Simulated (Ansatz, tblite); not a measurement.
**(HGaSe)4 cubane (Ga₄H₄Se₄): rung by rung**

Aim: run the singlet of (HGaSe)4 cubane (Ga₄H₄Se₄) at one geometry on many levels, and compare frontier levels, spin and run time.

Program: Ansatz 0.2.0, Gaussian basis. Level of theory: as each input shows. These are calculated values, not measurements.

The runs, in order: GFN1-xTB, GFN2-xTB, PBE-D4/def2-TZVP, r2SCAN-D4/def2-TZVP, HF/def2-TZVP, BHLYP-D4/def2-TZVP, r2SCANh-D4/def2-TZVP, PBE-D4/def2-SVP, PBE0-D4/def2-SVP, CCSD(T)/def2-SVP, MP2/def2-TZVP, RPA/def2-TZVP.

## Step 1: The geometry

The singlet was relaxed beforehand with PBE-D4/def2-SVP.

12 atoms, charge 0, spin multiplicity 1.

Bond lengths: Ga1–H2 1.568 Å, Ga1–Se3 2.505 Å, Ga1–Se6 2.505 Å, Ga1–Se9 2.505 Å, Se3–Ga4 2.505 Å, Se3–Ga10 2.505 Å, Ga4–H5 1.568 Å, Ga4–Se6 2.505 Å, Ga4–Se12 2.505 Å, Se6–Ga7 2.505 Å, Ga7–H8 1.568 Å, Ga7–Se9 2.505 Å, Ga7–Se12 2.505 Å, Se9–Ga10 2.505 Å, Ga10–H11 1.568 Å, Ga10–Se12 2.505 Å. Angles: H2–Ga1–Se3 118.8°, H2–Ga1–Se6 118.8°, H2–Ga1–Se9 118.8°, Se3–Ga1–Se6 98.8°, Se3–Ga1–Se9 98.8°, Se6–Ga1–Se9 98.8°, Ga1–Se3–Ga4 80.5°, Ga1–Se3–Ga10 80.5°, Ga4–Se3–Ga10 80.5°, Se3–Ga4–H5 118.8°, Se3–Ga4–Se6 98.8°, Se3–Ga4–Se12 98.8°, H5–Ga4–Se6 118.8°, H5–Ga4–Se12 118.8°, Se6–Ga4–Se12 98.8°, Ga1–Se6–Ga4 80.5°, Ga1–Se6–Ga7 80.5°, Ga4–Se6–Ga7 80.5° and more.

PBE0-D4/def2-TZVP was run before; its log isn't repeated, and its numbers join the tables.

## Step 2: GFN1-xTB

Tight binding, by tblite at 300 K electronic temperature and without a spin-polarisation term:

```python
tblite.interface.Calculator('GFN1-xTB', numbers, positions, charge=0, uhf=0).singlepoint()
```

Energy -575.6399 eV, HOMO -10.35 eV, LUMO -5.84 eV; 0.021 s.

## Step 3: GFN2-xTB

Tight binding, by tblite at 300 K electronic temperature and without a spin-polarisation term:

```python
tblite.interface.Calculator('GFN2-xTB', numbers, positions, charge=0, uhf=0).singlepoint()
```

Energy -537.7540 eV, HOMO -11.78 eV, LUMO -7.85 eV; 0.018 s.

## Step 4: PBE-D4/def2-TZVP

start.molden holds the orbitals of an earlier run on this state, given as this run's starting guess.

in.yaml reads:

```yaml
crystal:
  periodic: [false, false, false]
  atoms:
    - {symbol: Ga, position_ang: [-0.395869, 0.532398, 1.867975]}
    - {symbol: H, position_ang: [-0.709356, 0.953210, 3.345548]}
    - {symbol: Se, position_ang: [1.137958, 1.968373, 0.504052]}
    - {symbol: Ga, position_ang: [1.949784, -0.293042, -0.204752]}
    - {symbol: H, position_ang: [3.492057, -0.524575, -0.367137]}
    - {symbol: Se, position_ang: [0.688081, -1.687124, 1.450414]}
    - {symbol: Ga, position_ang: [-0.968672, -1.675527, -0.428581]}
    - {symbol: H, position_ang: [-1.734966, -3.000962, -0.767112]}
    - {symbol: Se, position_ang: [-2.290689, 0.344533, 0.240069]}
    - {symbol: Ga, position_ang: [-0.585238, 1.436192, -1.234630]}
    - {symbol: H, position_ang: [-1.047715, 2.572345, -2.211284]}
    - {symbol: Se, position_ang: [0.464627, -0.625802, -2.194555]}
basis:
  gaussian: {orbitals: def2-TZVP, fitting: {mean_field: def2-universal-jkfit}, initial_orbitals: start.molden}
hamiltonian: {xc: pbe, dispersion: d4}
scf: {omitted_lower_state_checks: [starts]}
output: {forces: true, orbitals: {seedname: orbitals}}
```

Command:

```
> ansatz run in.yaml --threads 2 --pin off --events-out ev --progress --plain --max-ram 32768MiB --backend cuda --devices 0, --max-vram 18GiB
```

The runs that follow: r2SCAN-D4/def2-TZVP; HF/def2-TZVP; BHLYP-D4/def2-TZVP; r2SCANh-D4/def2-TZVP; PBE-D4/def2-SVP; PBE0-D4/def2-SVP; CCSD(T)/def2-SVP; MP2/def2-TZVP; RPA/def2-TZVP.

**Question.** What will the summary of the whole plan be? Wanted: gap in def2-TZVP, named functionals and Hartree-Fock, smallest and largest; correlation energy, CCSD(T)/def2-SVP; correlation energy, MP2/def2-TZVP; binding an atom, CCSD(T)/def2-SVP; PBE0 total energy, smallest basis above largest.

As calculated:

| quantity | value |
| --- | --- |
| gap in def2-TZVP, named functionals and Hartree-Fock, smallest and largest | 4.11 eV (PBE-D4), 11.24 eV (HF) |
| correlation energy, CCSD(T)/def2-SVP | -49.79 eV |
| correlation energy, MP2/def2-TZVP | -54.14 eV |
| binding an atom, CCSD(T)/def2-SVP | 2.713 eV |
| PBE0 total energy, smallest basis above largest | 58.79 eV (def2-SVP, def2-TZVP) |

**Reading.** Orbital gaps of the named functionals and Hartree-Fock in def2-TZVP span 4.11 eV (PBE-D4) to 11.24 eV (HF); exact exchange widens it. The functionals in def2-TZVP miss CCSD(T)/def2-SVP by +0.115 (BHLYP-D4) to +0.256 eV (r2SCAN-D4) an atom. The yardstick is in a double-zeta basis, so levels in larger sets aren't compared like for like. The reference is CCSD(T) in one finite basis, so it carries an error of its own, often a tenth of an eV or more, and near misses can't be ranked.
